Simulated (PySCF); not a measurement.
**[Ce(SH)4]−: shape, vibrations and bonding**

Task: relax [Ce(SH)4]−, compute its harmonic modes and analyse its electrons. The species was built from a template and needn't be a known compound.

Computed with PySCF 2.14.0. Level: PBE0, Ce lcecp-1-SVP with ECP47, S def2-SVP, H def2-SVP; scalar-relativistic core potentials, no spin–orbit coupling.

1 further run of the same task is left out (for a known fault of the program).

### 1 Where the work starts

9 atoms, charge -1, spin multiplicity 1.

Bond lengths: Ce1–S2 2.800 Å, Ce1–S4 2.800 Å, Ce1–S6 2.800 Å, Ce1–S8 2.800 Å, S2–H3 1.341 Å, S4–H5 1.341 Å, S6–H7 1.341 Å, S8–H9 1.341 Å. Angles: S2–Ce1–S4 109.5°, S2–Ce1–S6 109.5°, S2–Ce1–S8 109.5°, S4–Ce1–S6 109.5°, S4–Ce1–S8 109.5°, S6–Ce1–S8 109.5°, Ce1–S2–H3 104.2°, Ce1–S4–H5 104.2°, Ce1–S6–H7 104.2°, Ce1–S8–H9 104.2°.

Geometry (Å):

```
Ce    0.0000    0.0000    0.0000
S     1.6167    1.6167    1.6167
H     2.7264    0.8879    1.8072
S    -1.6167   -1.6167    1.6167
H    -2.7264   -0.8879    1.8072
S     1.6167   -1.6167   -1.6167
H     0.8879   -2.7264   -1.8072
S    -1.6167    1.6167   -1.6167
H    -0.8879    2.7264   -1.8072
```

Formal oxidation states: Ce +3. Each metal's 1 4f electrons lie in its core potential, so multiplicities, spins and levels count the valence alone.

### 2 SCF at the start, singlet

run.py (the lines that set the calculation) reads:

```python
mol = gto.M(atom='''
Ce     0.00000     0.00000     0.00000
S      1.61670     1.61670     1.61670
H      2.72640     0.88790     1.80720
S     -1.61670    -1.61670     1.61670
H     -2.72640    -0.88790     1.80720
S      1.61670    -1.61670    -1.61670
H      0.88790    -2.72640    -1.80720
S     -1.61670     1.61670    -1.61670
H     -0.88790     2.72640    -1.80720''',
    basis={'Ce': 'lcecp-1-SVP', 'S': 'def2-SVP', 'H': 'def2-SVP'},
    ecp={'Ce': 'lcecp-1-SVP'},
    charge=-1, spin=0)
mf = dft.RKS(mol, xc='PBE0')
mf.grids.atom_grid = (50, 194)  # f atoms: unpruned, at least (60, 302)
mf = mf.density_fit()  # fitting sets: Ce AutoAux, S def2-universal-JKFIT, H def2-universal-JKFIT
mf.conv_tol = 1e-08; mf.max_cycle = 55
mf.kernel(dm0)  # dm0: free metal ions and neutral atoms
```

Started as:

```
$ OMP_NUM_THREADS=2 python run.py
```

The log of the run:

```text
init E= -1653.83184875546
  HOMO = -0.0410902834734835  LUMO = 0.0819710450746847  gap/eV = 3.34867
cycle= 1 E= -1626.31939715925  delta_E= 27.5  |g|= 1.38  |ddm|= 3.93
  HOMO = -0.188309089109346  LUMO = 0.0941055138532093  gap/eV = 7.68489
cycle= 2 E= -1626.34115628981  delta_E= -0.0218  |g|= 0.965  |ddm|= 2.95
  HOMO = -0.0990719890276378  LUMO = 0.056147132749885  gap/eV = 4.22373
cycle= 3 E= -1626.60507512331  delta_E= -0.264  |g|= 0.31  |ddm|= 1.95
  HOMO = -0.102077602526802  LUMO = 0.100144530257848  gap/eV = 5.50274
cycle= 4 E= -1626.64096183463  delta_E= -0.0359  |g|= 0.0594  |ddm|= 0.602
  HOMO = -0.109263132653584  LUMO = 0.0872659196188809  gap/eV = 5.34783
cycle= 5 E= -1626.64234252696  delta_E= -0.00138  |g|= 0.00989  |ddm|= 0.123
  HOMO = -0.108431815918821  LUMO = 0.0879876568824908  gap/eV = 5.34485
cycle= 6 E= -1626.64237532613  delta_E= -3.28e-05  |g|= 0.00234  |ddm|= 0.0158
  HOMO = -0.108358992640574  LUMO = 0.0881764753778047  gap/eV = 5.34800
cycle= 7 E= -1626.64237719573  delta_E= -1.87e-06  |g|= 0.000295  |ddm|= 0.00285
  HOMO = -0.1083513654158  LUMO = 0.0881981842194117  gap/eV = 5.34839
cycle= 8 E= -1626.64237722457  delta_E= -2.88e-08  |g|= 9.13e-05  |ddm|= 0.000406
  HOMO = -0.10835010882053  LUMO = 0.0881870823485983  gap/eV = 5.34805
cycle= 9 E= -1626.64237722841  delta_E= -3.84e-09  |g|= 1.17e-05  |ddm|= 0.000217
  HOMO = -0.1083506414432  LUMO = 0.0881839648434534  gap/eV = 5.34798
Extra cycle  E= -1626.64237722842  delta_E= -9.78e-12  |g|= 1.25e-05  |ddm|= 3.95e-05
converged SCF energy = -1626.64237722842
```

It took 5 s on 2 threads of Arm Neoverse V1, shared host; peak memory 0.69 GiB.

It gives: E = -1626.642377 Eh, HOMO -2.95 eV, LUMO 2.40 eV, Mulliken charge on Ce1 +0.75 e. 

### 3 Relaxation, singlet

Steps are kept in the start's point group, S4.

run.py (the lines that set the calculation): that of step 2 with these lines changed.

```diff
@@ -17,2 +17,3 @@
 mf.conv_tol = 1e-08; mf.max_cycle = 55
-mf.kernel(dm0)  # dm0: free metal ions and neutral atoms
+mf.kernel(dm0)  # dm0: an SCF of this state at this start
+# quasi-Newton relaxation in Cartesian coordinates to a largest gradient under 0.00045 Eh/bohr, steps kept in the point group
```

Started as:

```
$ OMP_NUM_THREADS=2 python run.py
```

The driver keeps no SCF log for this step, only its results.

It took 4.4 min on 2 threads of Arm Neoverse V1, shared host.

Relaxation path:

```tsv
step	energy from step 1 (eV)	largest force component (eV/Å)
1	0.0000	0.3089
2	-0.0304	0.0937
3	-0.0710	0.3487
4	-0.0939	0.3407
5	-0.1251	0.1669
6	-0.1361	0.0764
7	-0.1393	0.0225
8	-0.1404	0.0158
9	-0.1422	0.0326
10	-0.1433	0.0591
11	-0.1447	0.0795
12	-0.1468	0.0909
13	-0.1489	0.0365
14	-0.1504	0.2058
15	-0.1558	0.0944
16	-0.1641	0.0976
17	-0.1686	0.1912
18	-0.1708	0.0495
19	-0.1728	0.0500
20	-0.1747	0.1119
21	-0.1772	0.1310
22	-0.1809	0.1076
23	-0.1847	0.0721
24	-0.1884	0.0869
25	-0.1878	0.1683
26	-0.1921	0.0568
27	-0.1927	0.0803
28	-0.1937	0.0517
29	-0.1944	0.0321
30	-0.1945	0.0180
31	-0.1946	0.0150
```

Distances of close pairs at the start and the end, largest changes first:

```tsv
bond	before (Å)	after (Å)	change (Å)
Ce1–S2	2.800	2.774	-0.027
Ce1–S4	2.800	2.774	-0.027
Ce1–S6	2.800	2.774	-0.027
Ce1–S8	2.800	2.774	-0.027
S2–H3	1.341	1.355	+0.014
S4–H5	1.341	1.355	+0.014
S6–H7	1.341	1.355	+0.014
S8–H9	1.341	1.355	+0.014
```

It ends in S4 at E = -1626.649528 Eh.

```tsv
atom	x (Å)	y (Å)	z (Å)
Ce1	0.0000	0.0000	0.0002
S2	1.7467	1.4786	1.5672
H3	2.7778	1.0698	0.7884
S4	-1.7467	-1.4786	1.5672
H5	-2.7778	-1.0698	0.7884
S6	1.4785	-1.7466	-1.5669
H7	1.0692	-2.7775	-0.7889
S8	-1.4785	1.7466	-1.5669
H9	-1.0692	2.7775	-0.7889
```

### 4 The relaxed geometry turned into its symmetry frame

run.py (the lines that set the calculation) reads:

```python
mol = gto.M(atom='''
Ce     0.00000     0.00000     0.00003
S      1.74665     1.47857     1.56704
H      2.77780     1.06977     0.78819
S     -1.74665    -1.47857     1.56704
H     -2.77780    -1.06977     0.78819
S      1.47854    -1.74663    -1.56707
H      1.06917    -2.77752    -0.78908
S     -1.47854     1.74663    -1.56707
H     -1.06917     2.77752    -0.78908''',
    basis={'Ce': 'lcecp-1-SVP', 'S': 'def2-SVP', 'H': 'def2-SVP'},
    ecp={'Ce': 'lcecp-1-SVP'},
    charge=-1, spin=0)
mf = dft.RKS(mol, xc='PBE0')
mf.grids.atom_grid = (50, 194)  # f atoms: unpruned, at least (60, 302)
mf = mf.density_fit()  # fitting sets: Ce AutoAux, S def2-universal-JKFIT, H def2-universal-JKFIT
mf.conv_tol = 1e-08; mf.max_cycle = 55
mf.kernel(dm0)  # dm0: free metal ions and neutral atoms
```

Started as:

```
$ OMP_NUM_THREADS=2 python run.py
```

The log of the run:

```text
init E= -1653.83921959242
  HOMO = -0.0447727338393203  LUMO = 0.102277433953393  gap/eV = 4.00144
cycle= 1 E= -1626.32075469595  delta_E= 27.5  |g|= 1.39  |ddm|= 3.98
  HOMO = -0.191519030481941  LUMO = 0.0915907997398691  gap/eV = 7.70381
cycle= 2 E= -1626.328300197  delta_E= -0.00755  |g|= 0.997  |ddm|= 3.03
  HOMO = -0.106780166028311  LUMO = 0.0790375002004085  gap/eV = 5.05636
cycle= 3 E= -1626.60808738266  delta_E= -0.28  |g|= 0.33  |ddm|= 2.03
  HOMO = -0.107214260058613  LUMO = 0.103564807134052  gap/eV = 5.73559
cycle= 4 E= -1626.64813850457  delta_E= -0.0401  |g|= 0.0596  |ddm|= 0.627
  HOMO = -0.114789707045049  LUMO = 0.0992739546824276  gap/eV = 5.82497
cycle= 5 E= -1626.6494997071  delta_E= -0.00136  |g|= 0.009  |ddm|= 0.121
  HOMO = -0.11396566992453  LUMO = 0.0996656708211686  gap/eV = 5.81320
cycle= 6 E= -1626.64952581528  delta_E= -2.61e-05  |g|= 0.00267  |ddm|= 0.0151
  HOMO = -0.113919109323316  LUMO = 0.0996951630913825  gap/eV = 5.81274
cycle= 7 E= -1626.64952824704  delta_E= -2.43e-06  |g|= 0.000305  |ddm|= 0.00339
  HOMO = -0.113907913417038  LUMO = 0.0997051302350782  gap/eV = 5.81271
cycle= 8 E= -1626.64952827943  delta_E= -3.24e-08  |g|= 9.45e-05  |ddm|= 0.000483
  HOMO = -0.11390642806353  LUMO = 0.0997049977368403  gap/eV = 5.81266
cycle= 9 E= -1626.64952828331  delta_E= -3.88e-09  |g|= 1.22e-05  |ddm|= 0.000216
  HOMO = -0.113906998551895  LUMO = 0.0997039273973838  gap/eV = 5.81265
Extra cycle  E= -1626.64952828331  delta_E= 3.87e-12  |g|= 1.43e-05  |ddm|= 4.43e-05
converged SCF energy = -1626.64952828331
```

Run time: 3.6 s. Hardware: 2 threads of Arm Neoverse V1, shared host.

It gives: E = -1626.649528 Eh, HOMO -3.10 eV, LUMO 2.71 eV, Mulliken charge on Ce1 +0.65 e. 

### 5 Harmonic vibrations

run.py (the lines that set the calculation): that of step 4 with these lines changed.

```diff
@@ -16,3 +16,4 @@
 mf = mf.density_fit()  # fitting sets: Ce AutoAux, S def2-universal-JKFIT, H def2-universal-JKFIT
-mf.conv_tol = 1e-08; mf.max_cycle = 55
-mf.kernel(dm0)  # dm0: free metal ions and neutral atoms
+mf.conv_tol = 1e-10; mf.max_cycle = 55
+mf.kernel(dm0)  # dm0: the density of the relaxed state
+# Hessian and dipole derivatives by central differences of gradients, 0.02 bohr
```

Started as:

```
$ OMP_NUM_THREADS=2 python run.py
```

The driver keeps no SCF log for this step, only its results.

Wall time 3.3 min (2 threads of Arm Neoverse V1, shared host).

Point group S4; negative numbers are unstable modes, and those under 60 cm⁻¹ are near the numerical noise:

```tsv
cm⁻¹	km/mol
35	0.5
44	1.5
55	0.2
56	1.0
67	3.9
107	20.5
116	19.5
144	0.1
187	8.4
253	0.0
260	49.7
270	72.2
270	72.7
392	0.1
393	37.7
396	37.5
416	17.2
2682	7.9
2682	7.1
2686	7.9
2686	5.8
```

### 6 Charges, bond orders and levels

run.py (the lines that set the calculation) reads:

```python
mol = gto.M(atom='''
Ce     0.00000     0.00000     0.00023
S      1.74665     1.47857     1.56724
H      2.77780     1.06977     0.78839
S     -1.74665    -1.47857     1.56724
H     -2.77780    -1.06977     0.78839
S      1.47854    -1.74663    -1.56687
H      1.06917    -2.77752    -0.78888
S     -1.47854     1.74663    -1.56687
H     -1.06917     2.77752    -0.78888''',
    basis={'Ce': 'lcecp-1-SVP', 'S': 'def2-SVP', 'H': 'def2-SVP'},
    ecp={'Ce': 'lcecp-1-SVP'},
    charge=-1, spin=0)
mf = dft.RKS(mol, xc='PBE0')
mf.grids.atom_grid = (75, 302)  # f atoms: unpruned, at least (60, 302)
mf = mf.density_fit()  # fitting sets: Ce AutoAux, S def2-universal-JKFIT, H def2-universal-JKFIT
mf.conv_tol = 1e-09; mf.max_cycle = 55
mf.kernel(dm0)  # dm0: the density of the relaxed state
```

Started as:

```
$ OMP_NUM_THREADS=2 python run.py
```

The log of the run:

```text
init E= -1626.64953070438
  HOMO = -0.113906771335828  LUMO = 0.0997074751455542  gap/eV = 5.81274
cycle= 1 E= -1626.64953070495  delta_E= -5.62e-10  |g|= 4.43e-05  |ddm|= 0.000168
  HOMO = -0.113905648062526  LUMO = 0.0997046376082538  gap/eV = 5.81263
cycle= 2 E= -1626.64953070408  delta_E= 8.65e-10  |g|= 6.48e-05  |ddm|= 0.000184
  HOMO = -0.113906473605517  LUMO = 0.0997063416658742  gap/eV = 5.81270
cycle= 3 E= -1626.64953070569  delta_E= -1.61e-09  |g|= 1.57e-06  |ddm|= 0.000111
  HOMO = -0.113906379380642  LUMO = 0.0997063514481921  gap/eV = 5.81270
cycle= 4 E= -1626.6495307057  delta_E= -3.18e-12  |g|= 4.95e-07  |ddm|= 2.69e-06
  HOMO = -0.113906429012845  LUMO = 0.0997063404213048  gap/eV = 5.81270
Extra cycle  E= -1626.64953070569  delta_E= 6.59e-12  |g|= 4.17e-07  |ddm|= 1.3e-06
converged SCF energy = -1626.64953070569
```

Run time: 32 s. Hardware: 2 threads of Arm Neoverse V1, shared host.

Result: E = -1626.649531 Eh, HOMO -3.10 eV, LUMO 2.71 eV, Mulliken charge on Ce1 +0.65 e, largest force component 0.016 eV/Å. 

Löwdin charges:

```tsv
atom	value (e)
Ce1	-0.37
S2	-0.16
H3	0.00
S4	-0.16
H5	0.00
S6	-0.16
H7	0.00
S8	-0.16
H9	0.00
```

Mulliken charges: Ce1 +0.65, S2 -0.49, H3 +0.08, S4 -0.49, H5 +0.08, S6 -0.49, H7 +0.08, S8 -0.49, H9 +0.08 e.

Contacts (the nearest donor of each ligand) and Mayer bond orders:

```tsv
contact	distance (Å)	bond order
Ce1–S2 (SH)	2.774	0.99
Ce1–S4 (SH)	2.774	0.99
Ce1–S6 (SH)	2.774	0.99
Ce1–S8 (SH)	2.774	0.99
```

Mulliken populations of Ce1 outside the core potential: s 2.32, p 6.44, d 1.54, f 0.04.

The fields below are evaluated on a grid from the run's orbitals.

Frontier orbitals at PBE0, with the share of their density that lies nearest to each atom:

```tsv
orbital	energy (eV)	lies on
HOMO-1	-3.10	S2, S4 about 38 % each
HOMO	-3.10	S6, S8 about 38 % each
LUMO	2.71	4 H atoms about 12 % each; 4 S atoms about 11 % each; Ce1 11 %
```

ELF in a plane through or near 2 of the atoms.

Ten even steps from ' ' (0.00) to '@' (0.90):
```
                                                        
                                                        
                                                        
                                                        
                                                        
                                                        
          ..::--::..            ..::..::------..        
      ..==######**++--        ::++**++**####++::        
      ==##@@@@@@@@%%##--..    --##@@%%****%%**--..      
      ==##@@@@..::==@@**::    --##@@::******%%**--      
      --**%%****%%--@@##--    ::**@@++::::%%@@##==      
      ..--**%%**++%%@@##--    ..--##%%@@@@@@@@##==      
        ::++####**++**++::      ..--++**######==..      
        ..------::..::..            ..::--::..          
                                                        
                                                        
                                                        
                                                        
                                                        
                                                        
```
The map spans 10.7 Å across and 10.7 Å up, centred on the molecule. Atoms in the plane (x, y in Å): S2 (-2.3, -0.1), S4 (2.3, 0.1).

On the surface of density 0.002 e/bohr³ the electrostatic potential runs, from the 1st to the 99th percentile, from -4.27 V near S8 to -1.18 V near Ce1.

### 7 Results

```
                                              quantity                            value
                                 state and point group       singlet in the valence, S4
                                                 modes   35 to 2686 cm⁻¹, none unstable
strongest infrared band (modes within 1.5 cm⁻¹ summed)            270 cm⁻¹ (145 km/mol)
                                     zero-point energy                         0.880 eV
                               ideal gas, 298 K, 1 bar  S = 501.0, Cp = 160.4 J/(mol K)
                                 metal–ligand contacts                           2.77 Å
                                       frontier levels      HOMO -3.10 eV, LUMO 2.71 eV
                       dipole about the centre of mass                           0.00 D
                                   mean polarisability                          17.9 Å³
```

**Reading.** All modes are real within the noise of the softest ones, so the structure is a minimum. The metal carries -0.37 e by Löwdin's partition against a formal +3, and bond orders to the nearest donors reach 0.99. Both measures hang on the basis. One start shape was tried, so another isomer may lie lower. The bases are small and lack diffuse functions. Spin–orbit coupling is left out.
